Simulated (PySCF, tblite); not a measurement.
**C7H8FGaS: geometry, infrared bands and NMR shifts**

Aim: predict the infrared bands and NMR shifts of C7H8FGaS (`C=C(C)c1s[c]([GaH2])cc1F`).

Programs: tblite 0.8.0 and PySCF 2.14.0, with density-fitted response routines of our own. Each step states its level of theory. These are calculated values for one molecule in the gas phase, unless marked as measured. Atoms count from 0, in the outputs and in this text.

## 1. The molecule as given

18 atoms, charge 0, multiplicity 1; geometry from: force field or distance geometry start.

Bonds of the start (Å): C0–C1 1.31, C1–C2 1.52, C1–C3 1.47, C3–S4 1.92, S4–C5 1.78, C5–Ga6 2.19, C5–C7 1.35, C7–C8 1.35, C8–F9 1.38, C8–C3 1.36, C0–H10 1.11, C0–H11 1.06, C2–H12 1.10, C2–H13 1.12, C2–H14 1.12, Ga6–H15 1.49, Ga6–H16 1.64, C7–H17 1.10.

## 2. Relaxing the molecule with GFN2-xTB

What the job is given:

```
{"job": {"kind": "relax", "xc": "GFN2-xTB", "basis": "xTB"}, "charge": 0, "multiplicity": 1}
C     -2.682600     0.369700    -1.151100
C     -1.819700    -0.139600    -0.313900
C     -2.407800    -0.969200     0.813000
C     -0.370200     0.060400    -0.428800
S      0.795000    -0.742400     0.865800
C      2.077100     0.027800    -0.103200
Ga     4.230500    -0.050100     0.262400
C      1.674800     0.746000    -1.171400
C      0.337700     0.760700    -1.362000
F     -0.269100     1.437400    -2.400200
H     -3.757700     0.170100    -0.986000
H     -2.455100     0.975800    -1.994400
H     -1.852700    -1.905800     0.977300
H     -3.482900    -1.186000     0.598800
H     -2.398700    -0.401200     1.781200
H      4.695300    -1.461100     0.214600
H      5.299400     1.057200    -0.299800
H      2.378000     1.256700    -1.843600
```

Launch:

```
> OMP_NUM_THREADS=1 python probes_run.py task.json out
```

One launch serves the whole session: the jobs run in the order shown.

**Question.** This job is followed by: GFN2-xTB harmonic vibrations, gas phase; GIAO PBE0/pcSseg-1 NMR shielding, non-relativistic, gas phase. What will the session give for the following? strongest single infrared mode (GFN2-xTB); zero-point energy (GFN2-xTB); 13C shifts against TMS (PBE0/pcSseg-1); 1H shifts against TMS (PBE0/pcSseg-1, means over atoms taken as alike); 33S shifts against CS2 (PBE0/pcSseg-1); 19F shifts against CFCl3 (PBE0/pcSseg-1); shieldings of Ga (PBE0/pcSseg-1).

The runs gave:

```
                                                              quantity                                               value
                             strongest single infrared mode (GFN2-xTB)                               1665 cm⁻¹, 530 km/mol
                                          zero-point energy (GFN2-xTB)                                       73.5 kcal/mol
                                13C shifts against TMS (PBE0/pcSseg-1)  165.8, 152.1, 143.6, 140.7, 135.1, 121.7, 26.5 ppm
1H shifts against TMS (PBE0/pcSseg-1, means over atoms taken as alike)                    7.62, 6.41, 6.30, 5.67, 2.26 ppm
                                33S shifts against CS2 (PBE0/pcSseg-1)                                             239 ppm
                              19F shifts against CFCl3 (PBE0/pcSseg-1)                                          -138.0 ppm
                                      shieldings of Ga (PBE0/pcSseg-1)                                      Ga6 1238.1 ppm
```

What this shows: Over 118 steps the energy fell by 1.193 eV; of the close pairs, C5–Ga6 changed most, 2.186 to 1.986 Å. No mode is imaginary among the 48: a minimum at this level. GFN2-xTB is a fitted tight-binding method: band positions and strengths are rough. Its intensities can rank the bands wrongly. At PBE0/pcSseg-1: The widest tensor belongs to Ga6: span 351 ppm, with a paramagnetic part of -1397 ppm. NICS(1)zz of -23 ppm above the planar ring from C3 marks a diatropic (aromatic) ring current. Spin-orbit coupling is left out, which matters for shieldings and couplings at and beside the heavy atoms.
